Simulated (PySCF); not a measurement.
# [CeI2]+: other functionals and bases at one geometry

How far do other levels of theory move the description of [CeI2]+, and what does each cost? The structure is generated, not taken from experiment.

Computed with PySCF 2.14.0. Level: several levels, as the steps say, no spin–orbit coupling.

1 further run of the same task is left out (for a known fault of the program).

## Step 1: Starting geometry

3 atoms, charge 1, spin multiplicity 1.

Bond lengths: Ce1–I2 2.838 Å, Ce1–I3 2.838 Å. Angles: I2–Ce1–I3 105.3°.

Coordinates:

```xyz
3
charge 1, multiplicity 1
Ce    0.00000    0.00000   -1.12051
I     2.25659    0.00000    0.60125
I    -2.25659    0.00000    0.60125
```

Formal oxidation states: Ce +3. Each metal's 1 4f electrons lie in its core potential, so multiplicities, spins and levels count the valence alone. An earlier session relaxed this geometry at PBE0, Ce lcecp-1-SVP with ECP47, I def2-SVP with ECP28 (singlet, point group C2v).

At PBE0 on the finer grid: E = -627.557709 Eh, HOMO -11.66 eV, LUMO -7.37 eV, Mulliken charge on Ce1 +1.17 e, largest force component 0.003 eV/Å. 

Levels to run: r2SCAN; CAM-B3LYP; PBE0, TZVP. Hardware: 2 threads of Intel Xeon Platinum 8488C (Sapphire Rapids), shared host.

## Step 2: r2SCAN

The input, run.py (the lines that set the calculation):

```python
mol = gto.M(atom='''
Ce     0.00000     0.00000    -1.12051
I      2.25659     0.00000     0.60125
I     -2.25659     0.00000     0.60125''',
    basis={'Ce': 'lcecp-1-SVP', 'I': 'def2-SVP'},
    ecp={'Ce': 'lcecp-1-SVP', 'I': 'def2-SVP'},
    charge=1, spin=0)
mf = dft.RKS(mol, xc='R2SCAN')
mf.grids.atom_grid = (75, 302)  # f atoms: unpruned, at least (60, 302)
mf = mf.density_fit()  # fitting sets: Ce AutoAux, I def2-universal-JKFIT
mf.conv_tol = 1e-08; mf.max_cycle = 55
mf.kernel(dm0)  # dm0: the density of the relaxed state
```

Launch:

```sh
$ OMP_NUM_THREADS=2 python run.py
```

The log of the run:

```text
init E= -627.782419288581
  HOMO = -0.401382029589501  LUMO = -0.287572482505523  gap/eV = 3.09692
cycle= 1 E= -627.783030257204  delta_E= -0.000611  |g|= 0.0209  |ddm|= 0.123
  HOMO = -0.402604437791507  LUMO = -0.28067272255154  gap/eV = 3.31793
cycle= 2 E= -627.78201354564  delta_E= 0.00102  |g|= 0.0505  |ddm|= 0.121
  HOMO = -0.400669990309122  LUMO = -0.285189701903884  gap/eV = 3.14238
cycle= 3 E= -627.783181225857  delta_E= -0.00117  |g|= 0.00582  |ddm|= 0.0939
  HOMO = -0.400696066453014  LUMO = -0.284928015244806  gap/eV = 3.15021
cycle= 4 E= -627.783195438629  delta_E= -1.42e-05  |g|= 0.00109  |ddm|= 0.00786
  HOMO = -0.400829254079549  LUMO = -0.284962701657917  gap/eV = 3.15289
cycle= 5 E= -627.783195875867  delta_E= -4.37e-07  |g|= 0.000201  |ddm|= 0.00168
  HOMO = -0.400829652268004  LUMO = -0.284942026556268  gap/eV = 3.15346
cycle= 6 E= -627.783195893611  delta_E= -1.77e-08  |g|= 3.02e-05  |ddm|= 0.000337
  HOMO = -0.400828139628034  LUMO = -0.284939447475422  gap/eV = 3.15349
cycle= 7 E= -627.783195893976  delta_E= -3.65e-10  |g|= 6.21e-06  |ddm|= 5.05e-05
  HOMO = -0.40082873293016  LUMO = -0.284938891073343  gap/eV = 3.15352
Extra cycle  E= -627.783195893943  delta_E= 3.3e-11  |g|= 1.04e-05  |ddm|= 2.37e-05
converged SCF energy = -627.783195893943
```

Wall time 7.3 s (2 threads of Intel Xeon Platinum 8488C (Sapphire Rapids), shared host).

Read off: E = -627.783196 Eh, HOMO -10.91 eV, LUMO -7.75 eV, Mulliken charge on Ce1 +1.16 e, largest force component 0.218 eV/Å. 

## Step 3: CAM-B3LYP

run.py (the lines that set the calculation), as its differences from that of step 2:

```diff
@@ -7,3 +7,3 @@
     charge=1, spin=0)
-mf = dft.RKS(mol, xc='R2SCAN')
+mf = dft.RKS(mol, xc='CAMB3LYP')
 mf.grids.atom_grid = (75, 302)  # f atoms: unpruned, at least (60, 302)
```

Launch:

```sh
$ OMP_NUM_THREADS=2 python run.py
```

The log of the run:

```text
init E= -627.491852858645
  HOMO = -0.469705548875654  LUMO = -0.235243593145208  gap/eV = 6.38003
cycle= 1 E= -627.492561410847  delta_E= -0.000709  |g|= 0.0379  |ddm|= 0.178
  HOMO = -0.465247067774864  LUMO = -0.249837071334485  gap/eV = 5.86160
cycle= 2 E= -627.492117052617  delta_E= 0.000444  |g|= 0.051  |ddm|= 0.166
  HOMO = -0.46818974461914  LUMO = -0.242666456543575  gap/eV = 6.13680
cycle= 3 E= -627.493196597303  delta_E= -0.00108  |g|= 0.0014  |ddm|= 0.0887
  HOMO = -0.468278722706328  LUMO = -0.242580248611797  gap/eV = 6.14157
cycle= 4 E= -627.493198136376  delta_E= -1.54e-06  |g|= 0.000587  |ddm|= 0.00432
  HOMO = -0.468317914101814  LUMO = -0.242720768129156  gap/eV = 6.13881
cycle= 5 E= -627.493198458229  delta_E= -3.22e-07  |g|= 8.91e-05  |ddm|= 0.00278
  HOMO = -0.468319972713399  LUMO = -0.242715553900656  gap/eV = 6.13901
cycle= 6 E= -627.493198471654  delta_E= -1.34e-08  |g|= 3.32e-05  |ddm|= 0.000501
  HOMO = -0.468320583278654  LUMO = -0.242714805915634  gap/eV = 6.13905
cycle= 7 E= -627.493198472853  delta_E= -1.2e-09  |g|= 8.99e-06  |ddm|= 0.000145
  HOMO = -0.468322542049919  LUMO = -0.242714737619014  gap/eV = 6.13910
Extra cycle  E= -627.493198472917  delta_E= -6.41e-11  |g|= 5.65e-06  |ddm|= 2.95e-05
converged SCF energy = -627.493198472917
```

Run time: 8.9 s. Hardware: 2 threads of Intel Xeon Platinum 8488C (Sapphire Rapids), shared host.

Read off: E = -627.493198 Eh, HOMO -12.74 eV, LUMO -6.60 eV, Mulliken charge on Ce1 +1.17 e, largest force component 0.113 eV/Å. 

## Step 4: PBE0, TZVP

Basis: Ce lcecp-1-TZVP with ECP47, I def2-TZVP with ECP28. 

The input, run.py (the lines that set the calculation):

```python
mol = gto.M(atom='''
Ce     0.00000     0.00000    -1.12051
I      2.25659     0.00000     0.60125
I     -2.25659     0.00000     0.60125''',
    basis={'Ce': 'lcecp-1-TZVP', 'I': 'def2-TZVP'},
    ecp={'Ce': 'lcecp-1-TZVP', 'I': 'def2-TZVP'},
    charge=1, spin=0)
mf = dft.RKS(mol, xc='PBE0')
mf.grids.atom_grid = (75, 302)  # f atoms: unpruned, at least (60, 302)
mf = mf.density_fit()  # fitting sets: Ce AutoAux, I def2-universal-JKFIT
mf.conv_tol = 1e-08; mf.max_cycle = 55
mf.kernel(dm0)  # dm0: free metal ions and neutral atoms
```

Launch:

```sh
$ OMP_NUM_THREADS=2 python run.py
```

The log of the run:

```text
init E= -627.387535689093
  HOMO = -0.476144300614289  LUMO = -0.284710909362354  gap/eV = 5.20917
cycle= 1 E= -627.524077769219  delta_E= -0.137  |g|= 0.442  |ddm|= 1.92
  HOMO = -0.37780134795748  LUMO = -0.300947860526524  gap/eV = 2.09129
cycle= 2 E= -627.397711904302  delta_E= 0.126  |g|= 0.747  |ddm|= 1.55
  HOMO = -0.423032709611863  LUMO = -0.246656272889511  gap/eV = 4.79945
cycle= 3 E= -627.564659164741  delta_E= -0.167  |g|= 0.258  |ddm|= 1.09
  HOMO = -0.422495068113647  LUMO = -0.269049936475015  gap/eV = 4.17545
cycle= 4 E= -627.580335680112  delta_E= -0.0157  |g|= 0.0395  |ddm|= 0.274
  HOMO = -0.426228839389789  LUMO = -0.266735782446389  gap/eV = 4.34003
cycle= 5 E= -627.580827628852  delta_E= -0.000492  |g|= 0.00983  |ddm|= 0.0528
  HOMO = -0.426135192689227  LUMO = -0.26623073153836  gap/eV = 4.35122
cycle= 6 E= -627.580846351626  delta_E= -1.87e-05  |g|= 0.00165  |ddm|= 0.00873
  HOMO = -0.426014914093295  LUMO = -0.265971395498244  gap/eV = 4.35501
cycle= 7 E= -627.580846663107  delta_E= -3.11e-07  |g|= 0.000829  |ddm|= 0.00234
  HOMO = -0.425992447724814  LUMO = -0.266037513687093  gap/eV = 4.35260
cycle= 8 E= -627.580846882468  delta_E= -2.19e-07  |g|= 0.000146  |ddm|= 0.000963
  HOMO = -0.425994371524165  LUMO = -0.266055949249977  gap/eV = 4.35215
cycle= 9 E= -627.580846889985  delta_E= -7.52e-09  |g|= 2.09e-05  |ddm|= 0.000213
  HOMO = -0.425991798467647  LUMO = -0.266053775117784  gap/eV = 4.35214
Extra cycle  E= -627.580846890049  delta_E= -6.4e-11  |g|= 2.08e-05  |ddm|= 5.41e-05
converged SCF energy = -627.580846890049
```

It took 11 s on 2 threads of Intel Xeon Platinum 8488C (Sapphire Rapids), shared host.

It gives: E = -627.580847 Eh, HOMO -11.59 eV, LUMO -7.24 eV, Mulliken charge on Ce1 +1.43 e, largest force component 0.100 eV/Å. 

## Step 5: Results

| level | state | HOMO (eV) | gap (eV) | charge on Ce1 (e) | dipole (D) | largest force (eV/Å) | basis functions | time |
| --- | --- | --- | --- | --- | --- | --- | --- | --- |
| PBE0 (relaxed here) | singlet | -11.66 | 4.29 | 1.17 | 8.58 | 0.00 | 85 | 7.8 s |
| r2SCAN | singlet | -10.91 | 3.15 | 1.16 | 8.50 | 0.22 | 85 | 7.3 s |
| CAM-B3LYP | singlet | -12.74 | 6.14 | 1.17 | 9.00 | 0.11 | 85 | 8.9 s |
| PBE0, TZVP | singlet | -11.59 | 4.35 | 1.43 | 8.36 | 0.10 | 147 | 11 s |

Times are on 2 threads of Intel Xeon Platinum 8488C (Sapphire Rapids), shared host; the first row also made further properties. The dipole of a charged species depends on the origin, so these sizes hold for this origin alone.

In one basis the HOMO–LUMO gap runs from 3.15 eV (r2SCAN) to 6.14 eV (CAM-B3LYP). The largest leftover force, 0.22 eV/Å with r2SCAN, stands at a geometry relaxed at another level. The Mulliken charge on Ce spans +1.16 to +1.43 e over the levels. With 4f in the core, its levels are missing from HOMO and gap. Total energies of different levels can't be compared. Spin–orbit coupling is left out throughout.
